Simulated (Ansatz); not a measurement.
# FGe2: the cost of one run

Program: Ansatz 0.2.0, Gaussian basis. Level of theory: cc-pVDZ, all electrons in the functionals, frozen cores in the correlation of double hybrids and RPA. These are calculated values, not measurements.

Plan: wB97M-V, B2PLYP, RPA-PBE, at charge 0, doublet; charge 0, quartet; charge 1, singlet; charge 1, triplet; displaced geometry v1; displaced geometry v2.

24 further runs of the same task are left out: 2 for a known fault of the program, 11 that didn't finish, 11 set aside as unsound or not needed.

### 1 The system

The geometry is a PBE0/def2-TZVP stationary point (not a proven minimum). No spin-orbit coupling is included. The filled d shell of Ge may be among the frozen orbitals whatever the setting's name suggests; the logs give the count.

3 atoms, charge 0, spin multiplicity 2.

Atoms are counted from 1 here; the program's logs count them from 0.

Bond lengths: F1–Ge2 2.007 Å, F1–Ge3 2.007 Å, Ge2–Ge3 2.411 Å. Angles: Ge2–F1–Ge3 73.8°, F1–Ge2–Ge3 53.1°, F1–Ge3–Ge2 53.1°.

Geometry (Å):

```xyz
3
charge 0, multiplicity 2
F     0.0000   -1.4190    0.0000
Ge    0.0000    0.1856    1.2055
Ge    0.0000    0.1856   -1.2055
```

No dispersion term is added; wB97M-V holds VV10 nonlocal correlation.

The geometry shown and the zero of energy belong to the point charge 0, doublet. The yardstick, UCCSDT(Q), and other wave-function levels (R restricted, U unrestricted, valence and pair active spaces) come from earlier runs.

### 2 wB97M-V, charge 0, doublet

Input file in.yaml:

```yaml
crystal:
  periodic: [false, false, false]
  atoms:
    - {symbol: F, position_ang: [0.000000, -1.419044, 0.000000]}
    - {symbol: Ge, position_ang: [0.000000, 0.185570, 1.205501]}
    - {symbol: Ge, position_ang: [0.000000, 0.185570, -1.205501]}
basis:
  gaussian: {orbitals: cc-pVDZ}
magnetization: {spin_polarized: true, initial_magnetization: 1}
hamiltonian: {xc: {name: wB97M-V}}
output: {orbitals: {seedname: orbitals}}
```

On the command line:

```sh
ansatz run in.yaml --threads 1 --pin off --events-out ev --progress --plain --max-ram 2393MiB
```

Q: Estimate wall time and peak memory on 1 thread of Intel Xeon Platinum 8259CL at 2.50GHz, shared host.

About 28 s, with a peak of 0.35 GiB.
